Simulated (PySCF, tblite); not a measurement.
# 1-cyanoacenaphthylene: geometry, infrared bands, NMR shifts, spin-spin couplings and electronic excitations

Wanted: the infrared bands, NMR shifts, spin-spin couplings and electronic excitations of 1-cyanoacenaphthylene (`N#CC1=Cc2cccc3cccc1c23`), by calculation.

Programs: tblite 0.8.0 and PySCF 2.14.0, with density-fitted response routines of our own. Each step states its level of theory. These are calculated values for one molecule in the gas phase, unless marked as measured. Atoms count from 0, in the outputs and in this text.

**1. Starting geometry**

21 atoms, charge 0, multiplicity 1; geometry from: force field or distance geometry start.

Bonds of the start (Å): N0–C1 1.18, C1–C2 1.40, C2–C3 1.36, C3–C4 1.46, C4–C5 1.38, C5–C6 1.40, C6–C7 1.41, C7–C8 1.41, C8–C9 1.41, C9–C10 1.41, C10–C11 1.41, C11–C12 1.39, C12–C13 1.36, C12–C2 1.47, C13–C4 1.37, C13–C8 1.39, C3–H14 1.08, C5–H15 1.09, C6–H16 1.09, C7–H17 1.10, C9–H18 1.08, C10–H19 1.08, C11–H20 1.08.

**2. Optimising the geometry with GFN2-xTB**

The job: settings as JSON, then the geometry in Å.

```
{"job": {"kind": "relax", "xc": "GFN2-xTB", "basis": "xTB"}, "charge": 0, "multiplicity": 1}
N      4.532600    -1.171500    -0.445400
C      3.464800    -0.689900    -0.352700
C      2.194600    -0.122100    -0.215800
C      1.911000     1.208700    -0.210600
C      0.468900     1.349600    -0.051800
C     -0.364600     2.453300     0.012400
C     -1.742500     2.244000     0.151100
C     -2.275700     0.942000     0.223100
C     -1.426700    -0.186300     0.143700
C     -1.779700    -1.549000     0.191900
C     -0.773300    -2.536300     0.093100
C      0.582000    -2.188700    -0.041700
C      0.916400    -0.841800    -0.077200
C     -0.068700     0.094700     0.002100
H      2.604000     2.030300    -0.275900
H      0.036400     3.463200    -0.020300
H     -2.411500     3.100200     0.218400
H     -3.356600     0.798800     0.327100
H     -2.815400    -1.845000     0.299600
H     -1.045700    -3.584000     0.137100
H      1.341000    -2.953300    -0.108800
```

Launch:

```
$ OMP_NUM_THREADS=1 python probes_run.py task.json out
```

The driver reads the jobs from task.json and runs them one after another.

**Question.** This job is followed by: GFN2-xTB harmonic vibrations, gas phase; PBE0-D3(BJ)/def2-SVP geometry optimisation, gas phase; GIAO PBE0/pcSseg-1 NMR shielding, non-relativistic, gas phase; B3LYP/pcJ-1 indirect spin-spin coupling, non-relativistic, gas phase; TDDFT CAM-B3LYP/def2-SVPD, vertical, gas phase, core orbitals frozen in the response; GIAO KT2/pcSseg-1 NMR shielding, non-relativistic, gas phase. Predict these results of the whole session: strongest single infrared mode (GFN2-xTB); zero-point energy (GFN2-xTB); point group; rotational constants (main isotopes); 13C shifts against TMS (PBE0/pcSseg-1); 1H shifts against TMS (PBE0/pcSseg-1); 15N shifts against NH3 (PBE0/pcSseg-1); largest coupling of the table (B3LYP/pcJ-1); lowest singlet (CAM-B3LYP/def2-SVPD); brightest single state of those computed; lowest triplet; range of the shift of N0.

**Answer**, as computed:

```
                                   quantity                                                                                          value
  strongest single infrared mode (GFN2-xTB)                                                                          2357 cm⁻¹, 310 km/mol
               zero-point energy (GFN2-xTB)                                                                                  96.1 kcal/mol
                                point group                                                                                             Cs
       rotational constants (main isotopes)                                                                           1.27, 0.65, 0.43 GHz
     13C shifts against TMS (PBE0/pcSseg-1)  146.5, 141.8, 140.8, 137.7, 135.9, 134.4, 133.7, 133.3, 132.2, 131.3, 129.9, 121.0, 117.8 ppm
      1H shifts against TMS (PBE0/pcSseg-1)                                                   8.18, 8.10, 8.05, 7.99, 7.83, 7.78, 7.65 ppm
     15N shifts against NH3 (PBE0/pcSseg-1)                                                                                      331.4 ppm
largest coupling of the table (B3LYP/pcJ-1)                                                                       1J(C,H) C3–H14, 182.4 Hz
       lowest singlet (CAM-B3LYP/def2-SVPD)                                                                    3.26 eV (381 nm), f = 0.023
   brightest single state of those computed                                                                    state 9, 6.27 eV, f = 0.474
                             lowest triplet                                                                                        2.30 eV
                   range of the shift of N0                                                                             309.5 to 331.4 ppm
```

Over 31 steps the energy fell by 0.238 eV; of the close pairs, C12–C13 changed most, 1.362 to 1.409 Å (GFN2-xTB). All 57 modes are real, so the xTB geometry is a minimum. The strongest single mode, at 2357 cm⁻¹, moves mainly C1 and N0. Unscaled tight-binding wavenumbers are off by several per cent, some by more. Its intensities can rank the bands wrongly. Relaxing lowered the energy by 0.197 eV in 8 steps; the close pair that moved most is C3–H14, from 1.040 to 1.090 Å (PBE0/def2-SVP). No frequency check was run at this level, so the end point may be a saddle. At PBE0/pcSseg-1: The widest tensor belongs to N0: span 448 ppm, with a paramagnetic part of -407 ppm. NICS(1)zz of -24 ppm above the planar ring from C4 marks a diatropic (aromatic) ring current. NICS(1)zz of -24 ppm above the planar ring from C8 marks a diatropic (aromatic) ring current. In the run at B3LYP/pcJ-1, the largest coupling of the table is C3–H14, 182.4 Hz, of which the Fermi-contact term gives 181.6 Hz. The first singlet state (HOMO→LUMO 0.86, HOMO−2→LUMO 0.08) lies at 3.26 eV and is weak; of the 10 states computed, the strongest absorption comes from state 9 at 6.27 eV. The lowest triplet lies 0.96 eV below the lowest singlet (triplets in Tamm-Dancoff, singlets in full TDDFT). Across the 2 runs the shift of N0 moves most, between 309.5 (KT2/pcSseg-1) and 331.4 ppm (PBE0/pcSseg-1).
